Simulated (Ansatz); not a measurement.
Geometry optimisation, DFT LDA, scalar-relativistic, plane waves, PAW (Ansatz 0.2.0).

Input:

```yaml
crystal:
  lattice:
    - [0.0, 3.57, 3.57]
    - [3.57, 0.0, 3.57]
    - [3.57, 3.57, 0.0]
  atoms:
    - { symbol: C, position: [0.0, 0.0, 0.0] }
    - { symbol: C, position: [0.125, 0.125, 0.125] }
    - { symbol: C, position: [0.0, 0.0, 0.5] }
    - { symbol: C, position: [0.125, 0.125, 0.625] }
    - { symbol: C, position: [0.0, 0.5, 0.0] }
    - { symbol: C, position: [0.125, 0.625, 0.125] }
    - { symbol: C, position: [0.0, 0.5, 0.5] }
    - { symbol: C, position: [0.125, 0.625, 0.625] }
    - { symbol: C, position: [0.5, 0.0, 0.0] }
    - { symbol: C, position: [0.625, 0.125, 0.125] }
    - { symbol: C, position: [0.5, 0.0, 0.5] }
    - { symbol: C, position: [0.625, 0.125, 0.625] }
    - { symbol: C, position: [0.5, 0.5, 0.0] }
    - { symbol: C, position: [0.625, 0.625, 0.125] }
    - { symbol: C, position: [0.5, 0.5, 0.5] }
    - { symbol: C, position: [0.625, 0.625, 0.625] }
    - { symbol: H, position: [0.8036194, 0.8180276, 0.8118618], spin: 1.0 }
magnetization:
  spin_polarized: true
basis:
  ecutwfc: 420.0
kpoints:
  mp_grid: { grid: [3, 3, 3] }
hamiltonian:
  xc: lda
scf:
  occupations: { method: fermi_dirac, width: 0.05 }
  lower_state_search: "off"
relax:
  f_tol: 0.08
  max_steps: 25
  adjacent_minimum: "off"
```

Launched with:

```bash
$ ansatz run input.yaml --threads 1 --pin off --max-ram 3072MiB --backend cpu --events-out ev --progress --plain --runs-dir out
```

**Question.** Where does it end, and by what steps?

**Answer.** The run converged. The threshold is loose, so the end isn't yet a minimum. The force dipped under the threshold on the way, but the program's further checks kept it going. After 7 steps the energy has fallen by 0.725 eV; H17 moved furthest, 0.71 Å.

| step | energy less start (eV) | largest force component (eV/Å) | accepted |
| --- | --- | --- | --- |
| 0 | 0.0000 | 1.380 | yes |
| 1 | -0.0936 | 0.723 | yes |
| 2 | -0.1262 | 0.215 | yes |
| 3 | -0.2683 | 0.595 | yes |
| 4 | -0.5133 | 0.727 | yes |
| 5 | -0.6408 | 0.701 | yes |
| 6 | -0.7245 | 0.024 | yes |
| 7 | -0.7245 | 0.024 | yes |

```xyz
17
Lattice="0.0000 3.5700 3.5700 3.5700 0.0000 3.5700 3.5700 3.5700 0.0000" Properties=species:S:1:pos:R:3
C 0.027 0.024 0.025
C 0.923 0.920 0.921
C 1.812 1.809 0.048
C 2.702 2.699 0.921
C 1.812 0.047 1.810
C 2.702 0.920 2.700
C 3.575 1.809 1.810
C 4.490 2.701 2.703
C 0.050 1.809 1.810
C 0.923 2.699 2.700
C 1.812 3.572 1.810
C 2.704 4.487 2.702
C 1.812 1.809 3.573
C 2.704 2.701 4.488
C 3.597 3.594 3.595
C 4.490 4.487 4.488
H 5.385 5.382 5.383
```

Whether the end is a true minimum wasn't checked by a vibrational analysis.

The run took 90 s on 1 thread of Intel(R) Xeon(R) Platinum 8488C (Sapphire Rapids) (shared host), peak memory 0.42 GiB.
